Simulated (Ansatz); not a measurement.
MoSe:

```xyz
2
Lattice="0.0000 2.8929 2.8929 2.8929 0.0000 2.8929 2.8929 2.8929 0.0000" Properties=species:S:1:pos:R:3 pbc="T T T"
Mo    0.0000    0.0000    0.0000
Se    2.8929    2.8929    2.8929
```

The cell was built by a generator and needn't be a form met in nature.

| Quantity | Value |
| --- | --- |
| Program | Ansatz 0.2.0 |
| Task | relaxation of cell and atoms |
| Functional | HSE06 |
| Potentials or basis | Ansatz PAW |
| Cutoff | 420 eV (not typed: the program's choice for these potentials) |
| k mesh | 4 × 4 × 4 |
| Occupations | fermi-dirac, width 0.05 eV |
| Spin | no spin polarisation |

At the start: volume 24.21 Å³/atom.

Q: How do energy, volume and symmetry change on relaxing?

A: It ends after 6 steps and the volume is 17.06 Å³/atom (-29.6 %); space group Fm-3m (No. 225, to 0.05 Å).

The path:
```csv
step,energy change (eV),largest force (eV/Å),volume (Å³)
1,0.0000,0.0000,48.42
2,-0.9490,0.0000,41.68
3,-1.4886,0.0000,35.72
4,-1.5142,0.0000,33.34
5,-1.5235,0.0000,34.11
6,-1.5218,0.0000,34.11
```

Final structure:
```xyz
2
Lattice="0.0000 2.5741 2.5741 2.5741 0.0000 2.5741 2.5741 2.5741 0.0000" Properties=species:S:1:pos:R:3 pbc="T T T"
Mo    0.0000    0.0000    0.0000
Se    2.5741    2.5741    2.5741
```

Caveat: the k mesh is coarse (spacing up to 0.47 Å⁻¹), so the values aren't converged, least of all with exact exchange; the volume moved by over 15 % at a fixed basis, so the end points are rough; the plane-wave basis is chosen anew once the cell has moved, so the energies of steps on either side of that aren't comparable; the PAW data sets come from PBE, with cores solved anew for the run's functional, which leaves a small shift of forces and pressure.
